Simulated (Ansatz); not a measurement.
Rb3Ba:

```
Ba Rb
1.0
    -3.37146    3.37146    7.37135
     3.37146   -3.37146    7.37135
     3.37146    3.37146   -7.37135
Ba Rb
1 3
Direct
  0.00000 0.00000 0.00000
  0.50000 0.50000 0.00000
  0.25000 0.75000 0.50000
  0.75000 0.25000 0.50000
```

The cell comes from a database or a generator and needn't be the stable form of this composition.

- Program: Ansatz 0.2.0
- Task: relaxation of cell and atoms
- Functional: PBEsol
- Potentials or basis: Ansatz PAW
- Cutoff: 420 eV (not typed: the program's choice for these potentials)
- k mesh: 6 × 6 × 6
- Occupations: fermi-dirac, width 0.05 eV
- Spin: no spin polarisation

At the start: volume 83.79 Å³/atom.

Q: Where does the relaxation end?

A: It ends after 4 steps and the volume is 77.78 Å³/atom (-7.2 %); space group I4/mmm (No. 139, to 0.05 Å).

The path:
```
step  energy change (eV)  largest force (eV/Å)  volume (Å³)
   1              0.0000                0.0000       335.15
   2             -0.0042                0.0000       332.20
   3             -0.0178                0.0000       311.10
   4             -0.0178                0.0000       311.10
```

Final structure:
```
Ba Rb
1.0
    -3.30012    3.30012    7.14142
     3.30012   -3.30012    7.14142
     3.30012    3.30012   -7.14142
Ba Rb
1 3
Direct
  0.00000 0.00000 0.00000
  0.50000 0.50000 0.00000
  0.25000 0.75000 0.50000
  0.75000 0.25000 0.50000
```

Caveat: the plane-wave basis is chosen anew once the cell has moved, so the energies of steps on either side of that aren't comparable; the PAW data sets come from PBE, with cores solved anew for the run's functional, which leaves a small shift of forces and pressure.
